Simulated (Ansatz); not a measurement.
# C₃H₈Cl₃GeN: vertical ionisation energy

One table from this session's results is given with a row withheld; the runs are named, their logs left out.

The runs use Ansatz 0.2.0, Gaussian basis; unrestricted cation, the program's frozen cores in correlated methods.

Plan: UKS PBE-D4/def2-TZVPP; UKS r2SCAN-D4/def2-TZVPP; UKS PBE0-D4/def2-TZVPP; UKS B3LYP-D4/def2-TZVPP; UKS wB97X-V/def2-TZVPP; UKS wB97M-V/def2-TZVPP; UKS B2PLYP/def2-TZVPP; UHF-CCSD(T)/def2-TZVPP; UHF-MP2/def2-QZVPP; extrapolation to the limit; then −ε(HOMO) from the neutral's earlier runs with LDA (SPW92), PBE-D4, revPBE-D4, BLYP-D4, r2SCAN-D4, B97M-V, PBE0-D4, B3LYP-D4, r2SCANh-D4, r2SCAN0-D4, HSE06-D4, BHLYP-D4, CAM-B3LYP-D4, LC-ωPBE, ωB97X-V, ωB97M-V.

## Structure used throughout

All runs share one geometry, relaxed beforehand with PBE0-D4 in a triple-zeta def2 set.

SMILES `CC(C)[NH][Ge]([Cl])([Cl])[Cl]`, 16 atoms, charge 0, spin multiplicity 1.

Atoms are counted from 1 here; the program's logs count them from 0.

Bond lengths: C1–C2 1.519 Å, C1–H9 1.092 Å, C1–H10 1.091 Å, C1–H11 1.095 Å, C2–C3 1.521 Å, C2–N4 1.462 Å, C2–H12 1.096 Å, C3–H13 1.091 Å, C3–H14 1.095 Å, C3–H15 1.093 Å, N4–Ge5 1.792 Å, N4–H16 1.012 Å, Ge5–Cl6 2.128 Å, Ge5–Cl7 2.146 Å, Ge5–Cl8 2.125 Å. Angles: C2–C1–H9 110.8°, C2–C1–H10 110.7°, C2–C1–H11 110.4°, H9–C1–H10 108.8°, H9–C1–H11 107.8°, H10–C1–H11 108.2°, C1–C2–C3 111.7°, C1–C2–N4 109.1°, C1–C2–H12 108.0°, C3–C2–N4 112.6°, C3–C2–H12 108.7°, N4–C2–H12 106.5°, C2–C3–H13 111.3°, C2–C3–H14 110.3°, C2–C3–H15 110.9°, H13–C3–H14 108.1°, H13–C3–H15 108.3°, H14–C3–H15 107.7° and more.

The first run:

Contents of in.yaml:

```yaml
crystal:
  periodic: [false, false, false]
  atoms:
    - {symbol: C, position_ang: [-0.169182, -1.912379, 0.463969]}
    - {symbol: C, position_ang: [-0.387418, -0.460215, 0.073492]}
    - {symbol: C, position_ang: [-1.224164, 0.280704, 1.105536]}
    - {symbol: N, position_ang: [0.910115, 0.172713, -0.158485]}
    - {symbol: Ge, position_ang: [1.147682, 1.473768, -1.367323]}
    - {symbol: Cl, position_ang: [0.599129, 0.735929, -3.286279]}
    - {symbol: Cl, position_ang: [-0.003819, 3.261699, -1.083084]}
    - {symbol: Cl, position_ang: [3.199713, 2.025309, -1.327165]}
    - {symbol: H, position_ang: [-1.124137, -2.424453, 0.601983]}
    - {symbol: H, position_ang: [0.403964, -2.436146, -0.301973]}
    - {symbol: H, position_ang: [0.382904, -1.975474, 1.406981]}
    - {symbol: H, position_ang: [-0.918022, -0.443635, -0.885456]}
    - {symbol: H, position_ang: [-1.393323, 1.317015, 0.807960]}
    - {symbol: H, position_ang: [-0.717163, 0.283294, 2.075655]}
    - {symbol: H, position_ang: [-2.195423, -0.201739, 1.238804]}
    - {symbol: H, position_ang: [1.466546, 0.281010, 0.679487]}
basis:
  gaussian: {orbitals: def2-TZVPP}
total_charge: 1
magnetization: {spin_polarized: true, initial_magnetization: 1}
hamiltonian: {xc: pbe, dispersion: d4}
```

Launch:

```sh
$ ansatz run in.yaml --threads 5 --pin off --events-out ev --progress --plain --max-ram 66560MiB --backend cuda --devices 0, --max-vram 37GiB
```

Among the steps run: Cation, UKS PBE-D4/def2-TZVPP; Cation, UKS r2SCAN-D4/def2-TZVPP; Cation, UKS PBE0-D4/def2-TZVPP; Cation, UKS B3LYP-D4/def2-TZVPP; Cation, UKS wB97X-V/def2-TZVPP; Cation, UKS wB97M-V/def2-TZVPP; Cation, UKS B2PLYP (frozen core)/def2-TZVPP; Cation, UHF-CCSD(T)/def2-TZVPP; Cation, UHF-MP2/def2-QZVPP.

One of the session's tables, all rows but one given; the rest of the session is left out.

For comparison, −ε(HOMO) of the neutral from earlier runs:

| functional | −ε(HOMO) (eV) |
| --- | --- |
| LDA (SPW92) | 6.42 |
| PBE-D4 | 6.24 |
| revPBE-D4 | 6.17 |
| BLYP-D4 | 6.10 |
| r2SCAN-D4 | ? |
| B97M-V | 6.66 |
| PBE0-D4 | 7.63 |
| B3LYP-D4 | 7.39 |
| r2SCANh-D4 | 7.06 |
| r2SCAN0-D4 | 7.84 |
| HSE06-D4 | 7.23 |
| BHLYP-D4 | 8.94 |
| CAM-B3LYP-D4 | 9.03 |
| LC-ωPBE | 10.41 |
| ωB97X-V | 10.05 |
| ωB97M-V | 9.95 |

Estimate the missing values for r2SCAN-D4.

Worked estimate for «−ε(HOMO) (eV)». Against the share of exact exchange, r2SCANh-D4 (0.1, 7.06), r2SCAN0-D4 (0.25, 7.84) give a slope of 5.20 per unit share; at 0 the line stands at 6.54.

The run gave: −ε(HOMO) (eV): 6.54. In «−ε(HOMO) (eV)» the line misses by 0.00.

Caveats from the session: The cation may have settled in a state other than its lowest; no search over hole states beyond the program's own was made.
